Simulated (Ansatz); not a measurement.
# W3N4: the cost of one run

Program: Ansatz 0.2.0. Level of theory: DFT PBE, plane waves, PAW, scalar-relativistic, no spin polarisation. These are calculated values, not measurements.

### Step 1. The system as given

The cell holds 7 atoms (N4W3): a = 4.030 Å, b = 4.091 Å, c = 4.119 Å, α = 88.12°, β = 88.26°, γ = 89.32°.

Structure file:

```
N W
1.0
     4.02951    0.02352    0.06180
     0.02352    4.08992    0.06713
     0.06180    0.06713    4.11749
N W
4 3
Direct
  0.49340 0.50197 0.50674
  0.50805 0.00182 0.99567
  0.01039 0.50113 0.99512
  0.99770 0.00271 0.49218
  0.50289 0.49998 0.00503
  0.00011 0.49332 0.50313
  0.49094 0.99784 0.50731
```

### Step 2. Dynamics

input.yaml reads:

```yaml
crystal:
  lattice:
    - [4.029507, 0.023517, 0.061799]
    - [0.023517, 4.089919, 0.067127]
    - [0.061799, 0.067127, 4.117495]
  atoms:
    - { symbol: "N", position: [0.493403, 0.501974, 0.506736] }
    - { symbol: "N", position: [0.508047, 0.001823, 0.995673] }
    - { symbol: "N", position: [0.010389, 0.501129, 0.995119] }
    - { symbol: "N", position: [0.9977, 0.002709, 0.492182] }
    - { symbol: W, position: [0.502892, 0.499984, 0.00503] }
    - { symbol: W, position: [0.000108, 0.493323, 0.50313] }
    - { symbol: W, position: [0.490937, 0.997842, 0.507311] }
kpoints:
  mp_grid: { grid: [4, 4, 4] }
magnetization:
  spin_polarized: false
scf:
  occupations: { method: fermi_dirac, width: 0.05 }
hamiltonian:
  pseudopotentials: { kind: paw }
  xc: pbe
basis:
  ecutwfc: 420
md:
  timestep: 1.0
  n_steps: 60
  ensemble: nvt_nose_hoover
  temperature: 900.0
  initial_velocities: maxwell_boltzmann
  seed: 554284
```

On the command line:

```console
ansatz run input.yaml --threads 2 --pin off --max-ram 2560MiB --backend cpu --events-out ev --progress --plain --runs-dir out
```

**Question.** How long does this run take on 2 threads of Intel Xeon 6975P-C (Granite Rapids), shared host, and how much memory does it need?

About 76 s, with a peak of 0.42 GiB.
